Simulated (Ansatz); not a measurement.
# C2H8SSi: a nudged elastic band in two tries

Aim: a band of images between two relaxed ends for this system.

All numbers below are computed with Ansatz 0.2.0 (RKS B3LYP/def2-SVP).

**1. The starting structure**

Bond lengths: Si1–S2 2.177 Å, Si1–H3 1.495 Å, Si1–C4 1.886 Å, Si1–C5 1.883 Å, S2–H6 1.355 Å, C4–H7 1.103 Å, C4–H8 1.102 Å, C4–H9 1.102 Å, C5–H10 1.103 Å, C5–H11 1.102 Å, Si1–H12 0.180 Å. Angles (14 of 20 angles, heavy atoms first): S2–Si1–C4 111.5°, S2–Si1–C5 105.5°, C4–Si1–C5 111.5°, Si1–S2–H6 95.4°, S2–Si1–H3 109.2°, S2–Si1–H12 76.1°, H3–Si1–C4 108.9°, H3–Si1–C5 110.1°, C4–Si1–H12 36.1°, C5–Si1–H12 129.8°, Si1–C4–H7 110.5°, Si1–C4–H8 111.6°, Si1–C4–H9 110.8°, Si1–C5–H10 110.4°.

Coordinates:

```xyz
12

Si    0.0447   -0.4595    0.2339
S     1.4232   -1.5811   -1.0239
H    -0.2351   -1.2424    1.4758
C     0.7568    1.2186    0.7160
C    -1.5279   -0.2752   -0.7846
H     2.4012   -1.6721   -0.0907
H     0.0370    1.7790    1.3367
H     1.6860    1.1125    1.2985
H     0.9827    1.8199   -0.1794
H    -2.2927    0.2765   -0.2133
H    -1.3302    0.2814   -1.7150
H     0.1947   -0.3595    0.2339
```

**2. The run**

The input, input.yaml:

```yaml
crystal:
  periodic: [false, false, false]
  atoms:
    - { symbol: Si, position_ang: [0.044716, -0.459467, 0.233893] }
    - { symbol: S, position_ang: [1.423161, -1.581133, -1.02389] }
    - { symbol: H, position_ang: [-0.235128, -1.242354, 1.475809] }
    - { symbol: C, position_ang: [0.756788, 1.218585, 0.715963] }
    - { symbol: C, position_ang: [-1.527937, -0.275157, -0.78457] }
    - { symbol: H, position_ang: [2.401246, -1.672121, -0.090651] }
    - { symbol: H, position_ang: [0.036997, 1.779039, 1.336696] }
    - { symbol: H, position_ang: [1.686015, 1.112467, 1.29854] }
    - { symbol: H, position_ang: [0.982746, 1.819856, -0.179447] }
    - { symbol: H, position_ang: [-2.292735, 0.276519, -0.213258] }
    - { symbol: H, position_ang: [-1.330245, 0.281424, -1.714986] }
    - { symbol: H, position_ang: [0.194716, -0.359467, 0.233893] }
basis:
  gaussian: { orbitals: def2-SVP }
hamiltonian:
  xc: b3lyp
neb:
  order_check: false
  images: 9
  f_tol: 0.05
  max_iterations: 8
  final_atoms:
    - { symbol: Si, position_ang: [-0.48015089, -0.22177134, 0.92398343] }
    - { symbol: S, position_ang: [1.33508569, -1.74783247, -0.46884614] }
    - { symbol: H, position_ang: [1.01357258, -2.93545362, 0.09479169] }
    - { symbol: C, position_ang: [0.6269015, 1.34421693, 0.63373646] }
    - { symbol: C, position_ang: [-1.62045685, -0.04974412, -0.63218704] }
    - { symbol: H, position_ang: [2.34880472, -1.53602093, 0.40250554] }
    - { symbol: H, position_ang: [0.00976811, 2.20548016, 0.9576721] }
    - { symbol: H, position_ang: [1.52728504, 1.35678581, 1.27128367] }
    - { symbol: H, position_ang: [0.92275828, 1.54155833, -0.41154345] }
    - { symbol: H, position_ang: [-2.36528531, 0.72760186, -0.36934018] }
    - { symbol: H, position_ang: [-1.12277203, 0.28211662, -1.55957293] }
    - { symbol: H, position_ang: [-2.19560985, -0.96693323, -0.84248516] }
  initial_path: idpp
```

Command:

```console
> ansatz run input.yaml --threads 2 --pin off --max-ram 3072MiB --backend cpu --events-out ev --progress --plain --runs-dir out
```

Q: Predict the outcome of this session. Wanted: first try.

The runs gave:

```
 quantity                                                             value
first try                                                           timeout
    cause  the last atom was put 0.18 Å from the first, almost on top of it
```

What this shows: The program did not catch the first fault at the input check, so it cost a run.
